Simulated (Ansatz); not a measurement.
# BaIn2Pt: the cost of one run

Program: Ansatz 0.2.0. Level of theory: DFT r2SCAN, scalar-relativistic, plane waves, PAW. These are calculated values, not measurements.

**1. Starting point**

The structure is orthorhombic, space group Cmcm (No. 63). The conventional cell has a = 4.527 Å, b = 12.005 Å, c = 8.073 Å, α = 90.00°, β = 90.00°, γ = 90.00°. Ba (site symmetry m2m) has 3 Pt at 3.30 to 3.53 Å and 10 In at 3.65 to 3.79 Å in its first shell of neighbours. Around In (site symmetry m) lie 3 Pt at 2.79 to 2.83 Å and 3 In at 3.11 to 3.14 Å. Pt (site symmetry m2m) is surrounded by 6 In at 2.79 to 2.83 Å and 1 Ba at 3.30 Å.

As a file:

```cif
data_structure
_symmetry_space_group_name_H-M 'P 1'
_symmetry_Int_Tables_number 1
_cell_length_a 6.4152
_cell_length_b 6.4152
_cell_length_c 8.0734
_cell_angle_alpha 90.000
_cell_angle_beta 90.000
_cell_angle_gamma 138.675
_cell_volume 219.40
loop_
_atom_site_label
_atom_site_type_symbol
_atom_site_fract_x
_atom_site_fract_y
_atom_site_fract_z
_atom_site_occupancy
Ba1 Ba 0.04948 0.95052 0.25000 1
Ba2 Ba 0.95052 0.04948 0.75000 1
In1 In 0.66770 0.33230 0.55717 1
In2 In 0.33230 0.66770 0.44283 1
In3 In 0.66770 0.33230 0.94283 1
In4 In 0.33230 0.66770 0.05717 1
Pt1 Pt 0.22521 0.77479 0.75000 1
Pt2 Pt 0.77479 0.22521 0.25000 1
```

(A quick probe on a coarse mesh, which set the mesh and smearing, is not shown.)

**3. The relaxation**

Contents of input.yaml:

```yaml
crystal:
  lattice:
    - [2.26367333, -6.002580305, 0.0]
    - [2.26367333, 6.002580305, 0.0]
    - [0.0, 0.0, 8.07343478]
  atoms:
    - { symbol: Ba, position: [0.04947626, 0.95052374, 0.25] }
    - { symbol: Ba, position: [0.95052374, 0.04947626, 0.75] }
    - { symbol: In, position: [0.6677044, 0.3322956, 0.55717092] }
    - { symbol: In, position: [0.3322956, 0.6677044, 0.44282908] }
    - { symbol: In, position: [0.6677044, 0.3322956, 0.94282908] }
    - { symbol: In, position: [0.3322956, 0.6677044, 0.05717092] }
    - { symbol: Pt, position: [0.22520624, 0.77479376, 0.75] }
    - { symbol: Pt, position: [0.77479376, 0.22520624, 0.25] }
basis:
  ecutwfc: 500
kpoints:
  mp_grid: { grid: [10, 10, 6] }
hamiltonian:
  xc: r2scan
scf:
  occupations: { method: gaussian, width: 0.1 }
output:
  forces: true
  stress: true
  eigenvalues: true
relax:
  adjacent_minimum: "off"
  f_tol: 0.01
  max_steps: 80
  cell: { stress_tol: 0.05 }
```

Command:

```console
$ ansatz run input.yaml --threads 1 --pin off --max-ram 2560MiB --backend cpu --events-out ev --progress --plain --runs-dir out
```

Q: Estimate wall time and peak memory on 1 thread of AMD EPYC 9R45 (Zen 5), shared host.

About 5.6 min, with a peak of 2.1 GiB.
